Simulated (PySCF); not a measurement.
**[BiO2]+: forces at shaken geometries**

Aim: move all atoms of relaxed [BiO2]+ at random and read energies and forces. The structure is generated, not taken from experiment.

The runs use PySCF 2.14.0; BP86, Bi def2-SVP with ECP60, O def2-SVP; scalar-relativistic core potentials, no spin–orbit coupling.

4 further runs of the same task are left out: 2 for a known fault of the program, 2 that didn't finish.

## (1) The system as given

3 atoms, charge 1, spin multiplicity 1.

Bond lengths: Bi1–O2 1.921 Å, Bi1–O3 1.921 Å. Angles: O2–Bi1–O3 179.8°.

Coordinates:

```csv
atom,x (Å),y (Å),z (Å)
Bi1,0.0000,0.0000,0.3691
O2,1.9209,0.0000,0.3722
O3,-1.9209,0.0000,0.3722
```

Formal oxidation states: Bi +5. An earlier session relaxed this geometry at BP86, Bi def2-SVP with ECP60, O def2-SVP (singlet, point group D∞h).

Its energy there is -364.635048 Eh.

## (2) Atoms moved at random, σ = 0.06 Å

Input file run.py (the lines that set the calculation):

```python
mol = gto.M(atom='''
Bi    -0.00042     0.02101     0.40206
O      1.91587     0.03600     0.30885
O     -1.91545    -0.05702     0.40263''',
    basis={'Bi': 'def2-SVP', 'O': 'def2-SVP'},
    ecp={'Bi': 'def2-SVP'},
    charge=1, spin=0)
mf = dft.RKS(mol, xc='B88,P86')
mf.grids.atom_grid = (50, 194)
mf = mf.density_fit()  # fitting sets: Bi def2-universal-JKFIT, O def2-universal-JKFIT
mf.conv_tol = 1e-08; mf.max_cycle = 55
mf.kernel(dm0)  # dm0: the density of the relaxed state
```

Launch:

```bash
> OMP_NUM_THREADS=2 python run.py
```

## (3) Atoms moved at random, σ = 0.03 Å

run.py (the lines that set the calculation), as its differences from that of step 2:

```diff
@@ -1,5 +1,5 @@
 mol = gto.M(atom='''
-Bi    -0.00042     0.02101     0.40206
-O      1.91587     0.03600     0.30885
-O     -1.91545    -0.05702     0.40263''',
+Bi    -0.02061     0.01394     0.38764
+O      1.86988    -0.00420     0.35397
+O     -1.84927    -0.00974     0.37192''',
     basis={'Bi': 'def2-SVP', 'O': 'def2-SVP'},
```

## (4) Atoms moved at random, σ = 0.03 Å

run.py (the lines that set the calculation), as its differences from that of step 3:

```diff
@@ -1,5 +1,5 @@
 mol = gto.M(atom='''
-Bi    -0.02061     0.01394     0.38764
-O      1.86988    -0.00420     0.35397
-O     -1.84927    -0.00974     0.37192''',
+Bi    -0.03819    -0.05689     0.41051
+O      1.94652     0.01298     0.32263
+O     -1.90833     0.04391     0.38039''',
     basis={'Bi': 'def2-SVP', 'O': 'def2-SVP'},
```

What does the calculation give? Wanted: for each run, σ; energy rise; harmonic estimate −½ F·u; largest force component.

**Answer**, as computed:

| σ (Å) | energy rise (eV) | harmonic estimate −½ F·u (eV) | largest force component (eV/Å) |
| --- | --- | --- | --- |
| 0.06 | 0.004 | 0.003 | 0.13 |
| 0.03 | 0.157 | 0.169 | 3.39 |
| 0.03 | 0.105 | 0.102 | 3.32 |

Every displacement raises the energy. For a harmonic well the rise equals −½ F·u; the two differ by at most 7 % here (a move with σ = 0.03 Å), from anharmonicity, the grid and the small forces left at the relaxed point. The bases are small and lack diffuse functions. Spin–orbit coupling is left out.
